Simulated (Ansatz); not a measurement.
# C₃H₃ClFGaO₂: how energies converge with the basis set

One table from this session's results is given with a row withheld; the runs are named, their logs left out.

The runs use Ansatz 0.2.0, Gaussian basis; one geometry, several basis sets.

The runs, in order: PBE0-D4/def2-SVP; ωB97M-V/def2-SVP; PBE0-D4/def2-QZVPP; ωB97M-V/def2-QZVPP; the functionals' def2-TZVPP values are taken from earlier runs.

## The relaxed structure

An earlier PBE0-D4 in a triple-zeta def2 set relaxation fixed the geometry.

SMILES `[F][Ga-]1([Cl])[O]C=CC=[O+]1`, 11 atoms, charge 0, spin multiplicity 1.

Atoms are counted from 1 here; the program's logs count them from 0.

Bond lengths: F1–Ga2 1.746 Å, Ga2–Cl3 2.125 Å, Ga2–O4 1.903 Å, Ga2–O8 1.903 Å, O4–C5 1.268 Å, C5–C6 1.389 Å, C5–H9 1.094 Å, C6–C7 1.389 Å, C6–H10 1.081 Å, C7–O8 1.268 Å, C7–H11 1.094 Å. Angles: F1–Ga2–Cl3 120.1°, F1–Ga2–O4 107.5°, F1–Ga2–O8 107.5°, Cl3–Ga2–O4 111.3°, Cl3–Ga2–O8 111.3°, O4–Ga2–O8 96.4°, Ga2–O4–C5 122.9°, O4–C5–C6 127.1°, O4–C5–H9 114.8°, C6–C5–H9 118.1°, C5–C6–C7 123.5°, C5–C6–H10 118.2°, C7–C6–H10 118.2°, C6–C7–O8 127.1°, C6–C7–H11 118.1°, O8–C7–H11 114.8°, Ga2–O8–C7 122.9°.

Geometry (Å):

```mol
C3H3ClFGaO2
  3D, bonds by distance, orders not assigned

 11 11  0  0  0  0  0  0  0  0999 V2000
   -1.4369   -2.6097   -0.1940 F   0  0
   -0.7421   -1.2307   -1.0097 Ga  0  0
   -0.8258   -1.0926   -3.1287 Cl  0  0
   -1.4437    0.3348   -0.1856 O   0  0
   -0.7450    1.1015    0.5433 C   0  0
    0.6024    0.9661    0.8513 C   0  0
    1.3961   -0.0725    0.3822 C   0  0
    1.0395   -1.0268   -0.3725 O   0  0
   -1.2856    1.9558    0.9621 H   0  0
    1.0578    1.7088    1.4909 H   0  0
    2.4487   -0.0917    0.6811 H   0  0
  1  2  8  0
  2  3  8  0
  2  4  8  0
  4  5  8  0
  5  6  8  0
  6  7  8  0
  7  8  8  0
  5  9  8  0
  6 10  8  0
  7 11  8  0
  2  8  8  0
M  END
```

The first run:

Contents of in.yaml:

```yaml
crystal:
  periodic: [false, false, false]
  atoms:
    - {symbol: F, position_ang: [-1.436948, -2.609735, -0.193978]}
    - {symbol: Ga, position_ang: [-0.742102, -1.230697, -1.009675]}
    - {symbol: Cl, position_ang: [-0.825829, -1.092643, -3.128696]}
    - {symbol: O, position_ang: [-1.443665, 0.334754, -0.185634]}
    - {symbol: C, position_ang: [-0.745012, 1.101508, 0.543269]}
    - {symbol: C, position_ang: [0.602394, 0.966055, 0.851318]}
    - {symbol: C, position_ang: [1.396145, -0.072490, 0.382180]}
    - {symbol: O, position_ang: [1.039508, -1.026797, -0.372451]}
    - {symbol: H, position_ang: [-1.285647, 1.955808, 0.962127]}
    - {symbol: H, position_ang: [1.057770, 1.708830, 1.490866]}
    - {symbol: H, position_ang: [2.448687, -0.091694, 0.681072]}
basis:
  gaussian: {orbitals: def2-SVP}
hamiltonian: {xc: pbe0, dispersion: d4}
output: {orbitals: {seedname: orbitals}}
```

Launch:

```bash
$ ansatz run in.yaml --threads 2 --pin off --events-out ev --progress --plain --max-ram 32768MiB --backend cpu
```

Among the steps run: PBE0-D4 in def2-SVP; ωB97M-V in def2-SVP; PBE0-D4 in def2-QZVPP; ωB97M-V in def2-QZVPP.

One of the session's tables, all rows but one given; the rest of the session is left out.

It belongs to the step «Density functionals: the series». 

| functional | basis | HOMO (eV) | LUMO (eV) |
| --- | --- | --- | --- |
| PBE0-D4 | def2-SVP | -8.25 | -2.76 |
| PBE0-D4 | def2-TZVPP | -8.26 | -2.83 |
| PBE0-D4 | def2-QZVPP | -8.29 | -2.87 |
| ωB97M-V | def2-SVP | ? | ? |
| ωB97M-V | def2-TZVPP | -10.36 | -0.68 |
| ωB97M-V | def2-QZVPP | -10.39 | -0.74 |

Estimate the missing values for ωB97M-V, def2-SVP.

The run gave: HOMO (eV): -10.32; LUMO (eV): -0.55. In the column «HOMO (eV)» it lies between ωB97M-V, def2-TZVPP (-10.36) and PBE0-D4, def2-QZVPP (-8.29).
